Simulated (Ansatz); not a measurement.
# ScB2: a single-point run

The task is a single-point run on ScB2. The structure is shown as the input types it.

Program: Ansatz 0.2.0. Level of theory: DFT, LDA, PAW with Ansatz's default frozen-core files, scalar-relativistic. These are calculated values, not measurements.

## Step 1: The run

input.yaml

```yaml
crystal:
  lattice:
    - [3.15, 0.0, 0.0]
    - [-1.575, 2.7279800219, 0.0]
    - [0.0, 0.0, 3.52]
  atoms:
    - { symbol: Xx, position: [0.0, 0.0, 0.0] }
    - { symbol: B, position: [0.2533333333, 0.6266666667, 0.5] }
    - { symbol: B, position: [0.7466666667, 0.3733333333, 0.5] }
kpoints:
  mp_grid: { grid: [11, 11, 9] }
scf:
  occupations: { method: fermi_dirac, width: 0.05 }
  max_iter: 80
hamiltonian:
  xc: lda
  pseudopotentials: { kind: paw }
output:
  forces: true
  stress: true
  eigenvalues: true
  efg: { contact_densities: true }
  populations: true
```

Launch:

```sh
$ ansatz run input.yaml --threads 1 --pin off --max-ram 3072MiB --backend cpu --events-out ev --progress --plain --runs-dir out
```

**Question.** How will this run end, and is anything wrong with its input?

The program refused the input before any cycle. It says: «line 7 column 17: `Xx` is not an element symbol (H … Og, case-exact)»

An atom's symbol is no element symbol as the program reads them.

What to do: write the element's symbol correctly.
